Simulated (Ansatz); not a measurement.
# H₃NO₃W: one species, many methods

An exercise on one series of results from a longer session: the logs are not shown, and one member is left open.

Computed with Ansatz 0.2.0, Gaussian basis. Level: functionals in def2-TZVPP, the program's frozen cores in correlated methods.

The runs, in order: LDA (SPW92), PBE-D4, revPBE-D4, BLYP-D4, r2SCAN-D4, B97M-V, PBE0-D4, B3LYP-D4, r2SCANh-D4, r2SCAN0-D4, HSE06-D4, BHLYP-D4, CAM-B3LYP-D4, LC-ωPBE, ωB97X-V, ωB97M-V, B2PLYP, PBE-QIDH; CCSD(T)/def2-SVP; CCSD(T)/def2-TZVPP; MP2/def2-QZVPP; extrapolation to the limit; RPA on PBE.

### The geometry

An earlier PBE0-D4 in a triple-zeta def2 set relaxation fixed the geometry. W takes the def2 core potential; no spin-orbit term is included.

SMILES `[NH2][W](=[O])(=[O])[OH]`, 8 atoms, charge 0, spin multiplicity 1.

Atoms are counted from 1 here; the program's logs count them from 0.

Bond lengths: N1–W2 1.938 Å, N1–H6 1.009 Å, N1–H7 1.009 Å, W2–O3 1.708 Å, W2–O4 1.708 Å, W2–O5 1.891 Å, O5–H8 0.959 Å. Angles: W2–N1–H6 123.6°, W2–N1–H7 123.4°, H6–N1–H7 111.6°, N1–W2–O3 107.9°, N1–W2–O4 107.9°, N1–W2–O5 111.0°, O3–W2–O4 111.4°, O3–W2–O5 110.0°, O4–W2–O5 108.6°, W2–O5–H8 124.0°.

Set-up of the first run:

File in.yaml:

```yaml
crystal:
  periodic: [false, false, false]
  atoms:
    - {symbol: N, position_ang: [0.173456, 1.429011, -0.182015]}
    - {symbol: W, position_ang: [0.179642, -0.508611, -0.228936]}
    - {symbol: O, position_ang: [1.616784, -1.047502, 0.519351]}
    - {symbol: O, position_ang: [0.109344, -0.993831, -1.864874]}
    - {symbol: O, position_ang: [-1.323393, -1.213716, 0.675664]}
    - {symbol: H, position_ang: [0.703611, 1.973147, 0.481502]}
    - {symbol: H, position_ang: [-0.178239, 2.001270, -0.934681]}
    - {symbol: H, position_ang: [-1.281215, -1.639769, 1.533998]}
basis:
  gaussian: {orbitals: def2-TZVPP}
hamiltonian: {xc: lda}
output: {orbitals: {seedname: orbitals}}
```

Command:

```
$ ansatz run in.yaml --threads 4 --pin off --events-out ev --progress --plain --max-ram 10444MiB
```

Steps of the session up to this table: LDA; PBE-D4 (GGA); revPBE-D4 (GGA); BLYP-D4 (GGA); r2SCAN-D4 (meta-GGA); B97M-V (meta-GGA); PBE0-D4 (hybrid); B3LYP-D4 (hybrid); r2SCANh-D4 (hybrid); r2SCAN0-D4 (hybrid); HSE06-D4 (hybrid); BHLYP-D4 (hybrid); CAM-B3LYP-D4 (range-separated); LC-ωPBE (range-separated); ωB97X-V (range-separated); ωB97M-V (range-separated); B2PLYP (double hybrid); PBE-QIDH (double hybrid).

One table of the session follows, with a row left open; its other results are not shown here.

| functional | HOMO (eV) | gap (eV) |
| --- | --- | --- |
| LDA (SPW92) | -7.31 | 4.89 |
| PBE-D4 | -7.08 | 4.90 |
| revPBE-D4 | -6.99 | 4.90 |
| BLYP-D4 | -6.96 | 4.87 |
| r2SCAN-D4 | -7.42 | 5.36 |
| B97M-V | -7.46 | 5.50 |
| PBE0-D4 | -8.55 | 7.22 |
| B3LYP-D4 | -8.31 | 6.72 |
| r2SCANh-D4 | -7.96 | 6.23 |
| r2SCAN0-D4 | ? | ? |
| HSE06-D4 | -8.14 | 6.43 |
| BHLYP-D4 | -9.95 | 9.58 |
| CAM-B3LYP-D4 | -9.99 | 9.77 |
| LC-ωPBE | -11.35 | 12.36 |
| ωB97X-V | -10.97 | 11.88 |
| ωB97M-V | -10.87 | 11.70 |

**Question.** Estimate the row for r2SCAN0-D4.

Worked estimate for «HOMO (eV)». Against the share of exact exchange, r2SCAN-D4 (0, -7.42), r2SCANh-D4 (0.1, -7.96) give a slope of -5.40 per unit share; at 0.25 the line stands at -8.77.

As computed: HOMO (eV): -8.79; gap (eV): 7.54. In «HOMO (eV)» the line misses by +0.02.
